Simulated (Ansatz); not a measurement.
**TaSi+ (quintet): the correlation ladder, def2-SVP**

One table from this session's results is given with a row withheld; the runs are named, their logs left out.

The runs use Ansatz 0.2.0, Gaussian basis; def2-SVP, core rule «outside noble gas», up to 9 orbitals frozen.

To be run: UHF; CCSD(T) on ROHF; CCSD(T) on UHF; CISD as a restricted active space (open shells left free, so some higher excitations enter); CCSDT(Q) on ROHF; CCSDT(Q) on UHF.

25 further runs of the same task are left out: 10 for a known fault of the program, 8 that didn't finish, 7 set aside as unsound or not needed. Runs told in other sessions of the task aren't counted.

## What is computed

The geometry is a PBE0/def2-TZVP stationary point (not a proven minimum) of the parent state, kept for this charge and spin. No spin-orbit coupling is included. Elements past krypton take def2 core potentials.

2 atoms, charge 1, spin multiplicity 5.

Atoms are counted from 1 here; the program's logs count them from 0.

Bond lengths: Ta1–Si2 2.341 Å.

The first run:

Input file in.yaml:

```yaml
crystal:
  periodic: [false, false, false]
  atoms:
    - {symbol: Ta, position_ang: [0.000000, 0.000000, 0.000000]}
    - {symbol: Si, position_ang: [0.000000, 0.000000, 2.341200]}
basis:
  gaussian: {orbitals: def2-SVP}
total_charge: 1
magnetization: {spin_polarized: true, initial_magnetization: 4}
hamiltonian: {xc: hf}
output: {orbitals: {seedname: orbitals}}
```

On the command line:

```sh
> ansatz run in.yaml --threads 1 --pin off --events-out ev --progress --plain --max-ram 2393MiB
```

Steps of the session up to this table: UHF; CCSD(T) on ROHF; CCSD(T) on UHF; CISD as a restricted active space (open shells left free, so some higher excitations enter); CCSDT(Q) on ROHF; CCSDT(Q) on UHF.

One table of the session follows, with a row left open; its other results are not shown here.

```
   method  from RCCSDT(Q) (meV)
     ROHF                     ?
     RMP2                +892.7
     UMP2                +850.5
    RCCSD                +289.6
    UCCSD                +220.0
 RCCSD(T)                 +61.3
 UCCSD(T)                  -6.8
   RCCSDT                 +23.9
   UCCSDT                 -45.4
RCCSDT(Q)                     0
UCCSDT(Q)                 -70.0
```

**Question.** Estimate the row for ROHF.

The run gave: from RCCSDT(Q) (meV): +4467.7. In the column «from RCCSDT(Q) (meV)» it is the highest.

Not comparable, so not listed: CISD as a restricted active space (open shells left free, so some higher excitations enter) (they don't share determinant, frozen orbitals or solution with the rows shown, or repeat one).

Left out of the table: UHF (another determinant or state than the rows shown).

Limits of these values: The determinant of HF (⟨S²⟩ 6.54) is far from a pure spin state, so its energy mixes those of several spin states; that is harmless only where they are near-degenerate. Warnings: spin contamination; coupled cluster took another determinant than the lowest. Restricted and unrestricted rows rest on different reference determinants; a gap between their highest levels can come from leftover correlation error, from unlike frozen cores or from another state.
